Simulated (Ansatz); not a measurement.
# C₂H₅ClOSi: up Jacob's ladder to CCSD(T)

The task here is to estimate one member of a computed series from the others.

Program: Ansatz 0.2.0, Gaussian basis. Level of theory: functionals in def2-TZVPP, the program's frozen cores in correlated methods. These are calculated values, not measurements.

Levels to be run: PBE-D4, r2SCAN-D4, PBE0-D4, B3LYP-D4, ωB97X-V, ωB97M-V, B2PLYP; CCSD(T)/def2-TZVPP; MP2/def2-QZVPP; extrapolation to the limit.

## Structure used throughout

All runs share one geometry, relaxed beforehand with PBE0-D4 in a triple-zeta def2 set.

SMILES `O/C([SiH3])=C\Cl`, 10 atoms, charge 0, spin multiplicity 1.

Atoms are counted from 1 here; the program's logs count them from 0.

Bond lengths: O1–C2 1.350 Å, O1–H6 0.969 Å, C2–Si3 1.875 Å, C2–C4 1.335 Å, Si3–H7 1.484 Å, Si3–H8 1.484 Å, Si3–H9 1.484 Å, C4–Cl5 1.729 Å, C4–H10 1.079 Å. Angles: C2–O1–H6 108.5°, O1–C2–Si3 115.6°, O1–C2–C4 123.8°, Si3–C2–C4 120.7°, C2–Si3–H7 107.3°, C2–Si3–H8 109.9°, C2–Si3–H9 109.9°, H7–Si3–H8 110.3°, H7–Si3–H9 110.3°, H8–Si3–H9 109.2°, C2–C4–Cl5 120.9°, C2–C4–H10 123.9°, Cl5–C4–H10 115.2°.

The first run:

in.yaml reads:

```yaml
crystal:
  periodic: [false, false, false]
  atoms:
    - {symbol: O, position_ang: [-1.619544, -0.096701, 0.511776]}
    - {symbol: C, position_ang: [-0.355643, 0.152358, 0.109369]}
    - {symbol: Si, position_ang: [0.714956, -1.359875, -0.180242]}
    - {symbol: C, position_ang: [0.134161, 1.379303, -0.080207]}
    - {symbol: Cl, position_ang: [-0.847513, 2.777951, 0.184832]}
    - {symbol: H, position_ang: [-2.077634, 0.749353, 0.629715]}
    - {symbol: H, position_ang: [2.050311, -0.878541, -0.612213]}
    - {symbol: H, position_ang: [0.109322, -2.212921, -1.233199]}
    - {symbol: H, position_ang: [0.831064, -2.143972, 1.074708]}
    - {symbol: H, position_ang: [1.143621, 1.581746, -0.401641]}
basis:
  gaussian: {orbitals: def2-TZVPP}
hamiltonian: {xc: pbe, dispersion: d4}
output: {forces: true, orbitals: {seedname: orbitals}}
```

Launch:

```
ansatz run in.yaml --threads 4 --pin off --events-out ev --progress --plain --max-ram 10444MiB
```

Among the steps run: PBE-D4 (GGA); r2SCAN-D4 (meta-GGA); PBE0-D4 (hybrid); B3LYP-D4 (hybrid); ωB97X-V (range-separated); ωB97M-V (range-separated); B2PLYP (double hybrid); CCSD(T) in def2-TZVPP; MP2 in def2-QZVPP.

One table of the session follows, with a row left open; its other results are not shown here.

It belongs to the step «Atomisation energies». 

```
            method  atomisation energy (eV)
            PBE-D4                   38.168
         r2SCAN-D4                   37.411
           PBE0-D4                   37.336
          B3LYP-D4                   37.146
           ωB97X-V                   37.336
           ωB97M-V                   37.350
            B2PLYP                   36.742
     HF/def2-TZVPP                   26.424
    MP2/def2-TZVPP                   36.927
   CCSD/def2-TZVPP                   35.478
CCSD(T)/def2-TZVPP                   36.165
           MP2/CBS                        ?
       CCSD(T)/CBS                   37.234
```

Q: Estimate the row for MP2/CBS from the others.

The run gave: atomisation energy (eV): 37.996. In the column «atomisation energy (eV)» it lies between r2SCAN-D4 (37.411) and PBE-D4 (38.168).

To keep in mind: Free atoms (1 O, 2 C, 1 Si, 1 Cl, 5 H) were run apart at each level; the atomisation energy is their sum less the molecule, without zero-point or spin-orbit terms.
